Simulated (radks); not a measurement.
# Numerical settings for Xe⁺

How sensitive is the result for the xenon ion Xe+ to mesh, mixing and thresholds? A default run comes first. The defaults are a mesh step of 0.008 in ln r, a mesh end at 40 bohr or more, Anderson mixing 0.5 over 9 steps and a tight residual threshold, with the energy settled to 1e-9 hartree as well; every run has a cap on iterations.

The numbers are computed with radks (a radial shooting solver on a logarithmic mesh, Libxc functionals) version 1 (scalar-relativistic Kohn-Sham, PBEsol, spin-polarised, spherical densities, point nucleus; open shells are filled with parallel spins first), except any that are marked as measured or tabulated.

## Step 1: What is computed

| Item | Value |
| --- | --- |
| element | xenon (Z = 54) |
| charge | +1 |
| electrons | 53 |
| configuration | [Kr] 4d10 5s2 5p5 |

Outer shells as boxes (Hund's rule):

Xe⁺
```
[Kr] core
4d [↑↓][↑↓][↑↓][↑↓][↑↓]
5s [↑↓]
5p [↑↓][↑↓][↑ ]
```

## Step 2: Default settings

The run's settings:

```text
Z 54
configuration [Kr] 4d10 5s2 5p5
relativity scalar-relativistic
functional pbe_sol,pbe_sol
spin polarised
nucleus point
c 137.035999084
max_iterations 87
```

Run with:

```bash
$ python run_ks.py task.json out
```

The same process makes all the runs of this session.

## Step 3: Mesh step in ln r 0.03

Settings, as their differences from step 2:

```diff
@@ -7,2 +7,3 @@
 c 137.035999084
+mesh_step 0.03
 max_iterations 87
```

## Step 4: Mesh step in ln r 0.05

Settings, as their differences from step 3:

```diff
@@ -7,3 +7,3 @@
 c 137.035999084
-mesh_step 0.03
+mesh_step 0.05
 max_iterations 87
```

## Step 5: Mesh step in ln r 0.2

Settings, as their differences from step 4:

```diff
@@ -7,3 +7,3 @@
 c 137.035999084
-mesh_step 0.05
+mesh_step 0.2
 max_iterations 87
```

## Step 6: Mesh end (bohr) 2

Settings, as their differences from step 5:

```diff
@@ -7,3 +7,3 @@
 c 137.035999084
-mesh_step 0.2
+mesh_end 2
 max_iterations 87
```

## Step 7: Mesh end (bohr) 8

Settings, as their differences from step 6:

```diff
@@ -7,3 +7,3 @@
 c 137.035999084
-mesh_end 2
+mesh_end 8
 max_iterations 87
```

## Step 8: Residual threshold 1e-16

Settings, as their differences from step 7:

```diff
@@ -7,3 +7,3 @@
 c 137.035999084
-mesh_end 8
+threshold 1e-16
 max_iterations 87
```

## Step 9: Residual threshold 0.1

Settings, as their differences from step 8:

```diff
@@ -7,3 +7,3 @@
 c 137.035999084
-threshold 1e-16
+threshold 0.1
 max_iterations 87
```

## Step 10: Mixing 1

Settings, as their differences from step 9:

```diff
@@ -7,3 +7,3 @@
 c 137.035999084
-threshold 0.1
+mixing 1
 max_iterations 87
```

## Step 11: Mixing history 1, mixing 0.8

Settings, as their differences from step 10:

```diff
@@ -7,3 +7,4 @@
 c 137.035999084
-mixing 1
+history 1
+mixing 0.8
 max_iterations 87
```

## Step 12: Mixing history 1, mixing 0.2

Settings, as their differences from step 11:

```diff
@@ -8,3 +8,3 @@
 history 1
-mixing 0.8
+mixing 0.2
 max_iterations 87
```

## Step 13: Mixing history 3

Settings, as their differences from step 12:

```diff
@@ -7,4 +7,3 @@
 c 137.035999084
-history 1
-mixing 0.2
+history 3
 max_iterations 87
```

## Step 14: Iteration cap 8

Settings, as their differences from step 13:

```diff
@@ -7,3 +7,2 @@
 c 137.035999084
-history 3
-max_iterations 87
+max_iterations 8
```

Before running it: what results should come out? Wanted: for each run, setting; iterations; converged; change of E.

**Answer**, as computed:

| setting | mesh points | iterations | converged | change of E (mhartree) | time |
| --- | --- | --- | --- | --- | --- |
| Default settings | 2602 | 14 | yes | 0 | 0.24 s |
| mesh step in ln r 0.03 | 694 | 14 | yes | +0.003543 | 0.08 s |
| mesh step in ln r 0.05 | 417 | 14 | yes | +0.02806 | 0.05 s |
| mesh step in ln r 0.2 | 105 | 2 | no | - | 0.03 s |
| mesh end (bohr) 2 | 2102 | 13 | no | - | 0.18 s |
| mesh end (bohr) 8 | 2275 | 14 | yes | +0.1148 | 0.22 s |
| residual threshold 1e-16 | 2602 | 87 | no | - | 0.64 s |
| residual threshold 0.1 | 2602 | 9 | yes | +0.0002636 | 0.18 s |
| mixing 1 | 2602 | 11 | yes | 0 | 0.2 s |
| mixing history 1, mixing 0.8 | 2602 | 36 | yes | 0 | 0.54 s |
| mixing history 1, mixing 0.2 | 2602 | 87 | yes | 0 | 1.1 s |
| mixing history 3 | 2602 | 16 | yes | 0 | 0.25 s |
| iteration cap 8 | 2602 | 8 | no | - | 0.15 s |

What this shows: A zero stands for a change under the printed digits. No run that converges misses the default energy by more than 1 mhartree. Not converged or rejected: mesh step in ln r 0.2; mesh end (bohr) 2; residual threshold 1e-16; iteration cap 8. A mesh that ends early acts as a hard wall.
